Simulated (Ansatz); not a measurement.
# Tl: the cost of one run

Program: Ansatz 0.2.0. Level of theory: DFT LDA, scalar-relativistic. These are calculated values, not measurements.

## Step 1: Starting point

Symmetry: Im-3m, No. 229, cubic system. The conventional cell has a = 3.882 Å, b = 3.882 Å, c = 3.882 Å, α = 90.00°, β = 90.00°, γ = 90.00°. Tl (site symmetry m-3m) is surrounded by 8 Tl at 3.36 Å.

Coordinates:

```cif
data_structure
_symmetry_space_group_name_H-M 'P 1'
_symmetry_Int_Tables_number 1
_cell_length_a 3.3619
_cell_length_b 3.3619
_cell_length_c 3.3619
_cell_angle_alpha 109.471
_cell_angle_beta 109.471
_cell_angle_gamma 109.471
_cell_volume 29.25
loop_
_atom_site_label
_atom_site_type_symbol
_atom_site_fract_x
_atom_site_fract_y
_atom_site_fract_z
_atom_site_occupancy
Tl1 Tl 0.00000 0.00000 0.00000 1
```

## Step 2: The deformed structure

Space group Im-3m before, R-3m after.

## Step 3: All-electron LAPW

Contents of input.yaml:

```yaml
crystal:
  lattice:
    - [-1.90218, 1.941, 1.941]
    - [1.941, -1.90218, 1.941]
    - [1.941, 1.941, -1.90218]
  atoms:
    - { symbol: Tl, position: [0.0, 0.0, 0.0] }
kpoints:
  mp_grid: { grid: [13, 13, 13] }
  band_path:
    path:
      - [0.0, 0.0, 0.0]
      - [0.0, 0.0, 0.5]
      - [-0.5, 0.5, 0.5]
      - [-0.7448729721, 0.2551270279, 0.2551270279]
      - [0.2551270279, 0.2551270279, 0.2551270279]
      - [0.0, 0.0, 0.0]
      - [-0.5, 0.0, 0.5]
    npoints: 5
scf:
  occupations: { method: fermi_dirac, width: 0.05 }
hamiltonian:
  xc: lda
  pseudopotentials: { kind: all_electron, lapw: { basis_error: 0.00025 } }
output:
  forces: true
  stress: true
  eigenvalues: true
```

On the command line:

```bash
$ ansatz run input.yaml --threads 1 --pin off --max-ram 3072MiB --backend cpu --events-out ev --progress --plain --runs-dir out
```

**Question.** How long does this run take on 1 thread of Arm Neoverse V2, shared host, and how much memory does it need?

About 24 s, with a peak of 0.45 GiB.
